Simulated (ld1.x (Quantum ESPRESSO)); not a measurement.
**Pseudopotential generation for Ga: ultrasoft, PBE**

Do these settings give a usable potential? It is generated, then checked for transferability, scattering, ghosts and hardness.

The numbers are computed with ld1.x (Quantum ESPRESSO) 7.5 (PBE, scalar-relativistic, spin-unpolarised reference atom).

## (1) Starting point

Typed settings, in words:

```json
{
 "element": "gallium (Ga, Z = 31)",
 "type": "ultrasoft",
 "frozen core": "[Ar]",
 "valence charge": "13",
 "reference configuration": "3d10 4s2 4p0.5 (charge +0.5)",
 "partial waves": "4s (bound): rcut 1.65, rcutus 2.00 bohr; 4s channel at 2.3 Ry: rcut 1.65, rcutus 2.00 bohr; 4p (bound): rcut 2.20, rcutus 2.45 bohr; 4p channel at 0.45 Ry: rcut 2.20, rcutus 2.45 bohr; 3d (bound): rcut 1.08, rcutus 1.14 bohr; 3d channel at -1.05 Ry: rcut 1.08, rcutus 1.14 bohr",
 "local potential": "all-electron potential smoothed inside 1.70 bohr (lloc = -2)",
 "core correction": "not asked for",
 "augmentation charge": "built from norm-conserving waves at rcut, not smoothed further"
}
```

The nodes and maxima of the atom's own shells, from an earlier all-electron run, set the scale for the radii.

All-electron outer shells of the reference configuration (PBE, scalar-relativistic, ld1.x):

```
shell  level (eV)  outermost node (bohr)  outermost maximum (bohr)
   3s     -151.96                   0.27                      0.56
   3p     -102.70                   0.24                      0.56
   3d      -22.99                      –                      0.53
   4s      -12.43                   0.81                      1.87
   4p       -5.62                   0.87                      2.41
```

## (2) Generating the potential

Ga.in reads:

```
 &input
   title='Ga', zed=31., rel=1, dft='PBE', iswitch=3,
   config='[Ar] 3d10 4s2 4p0.5',
   nld=3, rlderiv=2.65, eminld=-4.0, emaxld=5.0, deld=0.02
 /
 &inputp
   pseudotype=3, tm=.true., lloc=-2, rcloc=1.70,
   nlcc=.false.,
   file_pseudopw='Ga.UPF', file_wfcaegen='ae.wfc', file_wfcncgen='nc.wfc', file_beta='beta', file_chi='chi', file_wfcusgen='us.wfc'
 /
6
4S  1  0   2.00   0.00  1.65  2.00  0.0
4S  1  0   0.00   2.30  1.65  2.00  0.0
4P  2  1   0.50   0.00  2.20  2.45  0.0
4P  2  1   0.00   0.45  2.20  2.45  0.0
3D  3  2  10.00   0.00  1.08  1.14  0.0
3D  3  2   0.00  -1.05  1.08  1.14  0.0
 &test
   configts(1)='3d10 4s2 4p0.5'
 /
```

Started as:

```
$ ld1.x < Ga.in > Ga.out
```

What the program wrote to Ga.out (without the banner and most projector matrices):

```text
     Program LD1 v.7.5
     --------------------------- All-electron run ----------------------------

     Ga
     scalar relativistic calculation

     atomic number is 31.00
     dft =PBE   lsd =0 sic =0 latt =0  beta=0.20 tr2=1.0E-14
     Exchange-correlation= PBE
                           (   1   4   3   4   0   0   0)
     mesh =1205 r(mesh) = 101.09016 a.u. xmin = -7.00 dx = 0.01250
     1 Ry =  13.60569312 eV, c = 137.03599908

     n l     nl                  e(Ry)          e(Ha)          e(eV)
     1 0     1S 1( 2.00)      -752.1721      -376.0860    -10233.8225
     2 0     2S 1( 2.00)       -93.0609       -46.5305     -1266.1581
     2 1     2P 1( 6.00)       -81.0450       -40.5225     -1102.6729
     3 0     3S 1( 2.00)       -11.1691        -5.5845      -151.9629
     3 1     3P 1( 6.00)        -7.5482        -3.7741      -102.6979
     3 2     3D 1(10.00)        -1.6896        -0.8448       -22.9888
     4 0     4S 1( 2.00)        -0.9134        -0.4567       -12.4272
     4 1     4P 1( 0.50)        -0.4132        -0.2066        -5.6219

     final scf error:  5.8E-15 reached in  29 iterations

     Etot =   -3887.729917 Ry,   -1943.864958 Ha,  -52895.260192 eV

     Ekin =    3953.845768 Ry,    1976.922884 Ha,   53794.812178 eV
     Encl =   -9360.492638 Ry,   -4680.246319 Ha, -127355.990318 eV
     Eh   =    1669.688649 Ry,     834.844325 Ha,   22717.271373 eV
     Exc  =    -150.771696 Ry,     -75.385848 Ha,   -2051.353425 eV

     normalization and overlap integrals

     s(1S/1S) =  1.000000  <r> =   0.0486  <r2> =    0.0032  r(max) =   0.0319
     s(2S/2S) =  1.000000  <r> =   0.2178  <r2> =    0.0560  r(max) =   0.1833
     s(2P/2P) =  1.000000  <r> =   0.1907  <r2> =    0.0446  r(max) =   0.1464
     s(3S/3S) =  1.000000  <r> =   0.6518  <r2> =    0.4907  r(max) =   0.5647
     s(3P/3P) =  1.000000  <r> =   0.6792  <r2> =    0.5442  r(max) =   0.5647
     s(3D/3D) =  1.000000  <r> =   0.8094  <r2> =    0.8589  r(max) =   0.5305
     s(4S/4S) =  1.000000  <r> =   2.2812  <r2> =    6.0200  r(max) =   1.8748
     s(4P/4P) =  1.000000  <r> =   3.0942  <r2> =   11.3185  r(max) =   2.4073

     ------------------------ End of All-electron run ------------------------

     --------------------- Generating US pseudopotential ---------------------

      Generating local potential from pseudized AE potential:
      Matching radius rcloc =   1.7000
      Enforcing V''(0)=0 (lloc=-2)

      Local pseudo, rcloc= 1.718 Estimated cut-off energy=    10.82 Ry

      Wfc   4S  rcut= 1.634  Using Troullier-Martins method
      Wfc-us  4S rcutus= 1.996  Estimated cut-off energy=    11.37 Ry

      Wfc   4S  rcut= 1.634  Using Troullier-Martins method
      Wfc-us  4S rcutus= 1.996  Estimated cut-off energy=    19.46 Ry

      Wfc   4P  rcut= 2.206  Using Troullier-Martins method
      Wfc-us  4P rcutus= 2.438  Estimated cut-off energy=    12.61 Ry

      Wfc   4P  rcut= 2.206  Using Troullier-Martins method
      Wfc-us  4P rcutus= 2.438  Estimated cut-off energy=    14.57 Ry

      Wfc   3D  rcut= 1.068  Using Troullier-Martins method
      Wfc-us  3D rcutus= 1.151  Estimated cut-off energy=    87.93 Ry

      Wfc   3D  rcut= 1.068  Using Troullier-Martins method
      Wfc-us  3D rcutus= 1.151  Estimated cut-off energy=    93.71 Ry

     ------------------- End of pseudopotential generation -------------------

     [... the all-electron block is printed once more ...]


     Computing logarithmic derivative in   2.64397
     Computing logarithmic derivative in   2.64397
     Computing the partial wave expansion
     R is outside the sphere for l=    0 j= 0.00
     R is outside the sphere for l=    0 j= 0.00
     R is outside the sphere for l=    1 j= 0.00
     R is outside the sphere for l=    1 j= 0.00
     R is outside the sphere for l=    2 j= 0.00
     R is outside the sphere for l=    2 j= 0.00

     ---------------------- Testing the pseudopotential ----------------------

     Ga
     scalar relativistic calculation

     atomic number is 31.00   valence charge is 13.00
     dft =PBE   lsd =0 sic =0 latt =0  beta=0.20 tr2=1.0E-14
     mesh =1205 r(mesh) = 101.09016 xmin = -7.00 dx = 0.01250

     n l     nl             e AE (Ry)        e PS (Ry)    De AE-PS (Ry)
     3 2     3D   1(10.00)       -1.68964       -1.68965        0.00000
     1 0     4S   1( 2.00)       -0.91338       -0.91339        0.00000
     2 1     4P   1( 0.50)       -0.41320       -0.41320        0.00000

     eps = 7.2E-15  iter = 33

     Etot =   -3887.729917 Ry,   -1943.864958 Ha,  -52895.260192 eV
     Etotps =  -151.160981 Ry,     -75.580490 Ha,   -2056.649915 eV

     Ekin =      71.670605 Ry,      35.835302 Ha,     975.128251 eV
     Encl =    -300.366310 Ry,    -150.183155 Ha,   -4086.691845 eV
     Ehrt =     138.271433 Ry,      69.135716 Ha,    1881.278683 eV
     Ecxc =     -20.322851 Ry,     -10.161425 Ha,    -276.506470 eV
     Epseu=     -40.413857 Ry,     -20.206928 Ha,    -549.858534 eV

     ---------------------- End of pseudopotential test ----------------------
```

Run time: 2.2 s. Hardware: 1 thread of Neoverse-V2, shared host. (Generation and the later configuration tests together.)

Partial waves on a coarse radial grid (AE all-electron, PS pseudo):

| r (bohr) | 4p AE | 4p PS |
| --- | --- | --- |
| 0.123 | 0.1344 | 0.0058 |
| 0.245 | -0.0179 | 0.0225 |
| 0.368 | -0.1781 | 0.0497 |
| 0.490 | -0.2289 | 0.0856 |
| 0.613 | -0.1923 | 0.1291 |
| 0.735 | -0.1093 | 0.1773 |
| 0.858 | -0.0078 | 0.2290 |
| 0.980 | 0.0944 | 0.2812 |
| 1.103 | 0.1907 | 0.3329 |
| 1.225 | 0.2759 | 0.3815 |
| 1.348 | 0.3502 | 0.4265 |
| 1.470 | 0.4125 | 0.4663 |
| 1.593 | 0.4644 | 0.5008 |
| 1.715 | 0.5059 | 0.5295 |
| 1.838 | 0.5388 | 0.5529 |
| 1.960 | 0.5635 | 0.5710 |
| 2.083 | 0.5812 | 0.5844 |
| 2.205 | 0.5925 | 0.5935 |
| 2.328 | 0.5984 | 0.5985 |
| 2.450 | 0.5995 | 0.5995 |
| 2.573 | 0.5965 | 0.5965 |
| 2.695 | 0.5901 | 0.5901 |
| 2.818 | 0.5808 | 0.5808 |
| 2.940 | 0.5692 | 0.5692 |
| 3.063 | 0.5556 | 0.5556 |
| 3.185 | 0.5406 | 0.5406 |

[end of part 1 of 2]
